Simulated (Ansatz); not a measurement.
# Ta3PbO: the cost of one run

Computed with Ansatz 0.2.0 (DFT PBE, scalar-relativistic, plane waves, PAW, unless a step's input says otherwise).

**1. The starting structure**

The structure is cubic, space group Pm-3m (No. 221). Conventional cell: a = 4.580 Å, b = 4.580 Å, c = 4.580 Å, α = 90.00°, β = 90.00°, γ = 90.00°. Ta (site symmetry 4/mmm) has 2 O at 2.29 Å as nearest neighbours. Pb (site symmetry m-3m) has 12 Ta at 3.24 Å as nearest neighbours. O (site symmetry m-3m) has 6 Ta at 2.29 Å as nearest neighbours.

As a file:

```cif
data_structure
_symmetry_space_group_name_H-M 'Pm-3m'
_symmetry_Int_Tables_number 221
_cell_length_a 4.5799
_cell_length_b 4.5799
_cell_length_c 4.5799
_cell_angle_alpha 90.000
_cell_angle_beta 90.000
_cell_angle_gamma 90.000
_cell_volume 96.07
loop_
_atom_site_label
_atom_site_type_symbol
_atom_site_symmetry_multiplicity
_atom_site_Wyckoff_symbol
_atom_site_fract_x
_atom_site_fract_y
_atom_site_fract_z
_atom_site_occupancy
Ta1 Ta 3 d 0.50000 0.00000 0.00000 1
Pb1 Pb 1 b 0.50000 0.50000 0.50000 1
O1 O 1 a 0.00000 0.00000 0.00000 1
```

A structure generator made this guess: random cell by space group and Wyckoff sites (Pm-3m, No. 221). Lengths come from tabulated atomic sizes and are only a guess.

**2. Probe: one point on a coarse mesh**

input.yaml reads:

```yaml
crystal:
  lattice:
    - [4.57994536, 0.0, 0.0]
    - [0.0, 4.57994536, 0.0]
    - [0.0, 0.0, 4.57994536]
  atoms:
    - { symbol: Ta, position: [0.5, 0.0, 0.0] }
    - { symbol: Ta, position: [0.0, 0.5, 0.0] }
    - { symbol: Ta, position: [0.0, 0.0, 0.5] }
    - { symbol: Pb, position: [0.5, 0.5, 0.5] }
    - { symbol: O, position: [0.0, 0.0, 0.0] }
basis:
  ecutwfc: 420
kpoints:
  mp_grid: { grid: [4, 4, 4] }
hamiltonian:
  xc: pbe
scf:
  occupations: { method: gaussian, width: 0.1 }
  lower_state_search: "off"
output:
  forces: true
  stress: true
  eigenvalues: true
```

The run is started by

```
$ ansatz run input.yaml --threads 1 --pin off --max-ram 2560MiB --backend cpu --events-out ev --progress --plain --runs-dir out
```

What time and memory should one allow on 1 thread of Intel Xeon Platinum 8259CL at 2.50GHz (Skylake/Cascade Lake), shared host?

About 2.9 s, with a peak of 0.42 GiB.
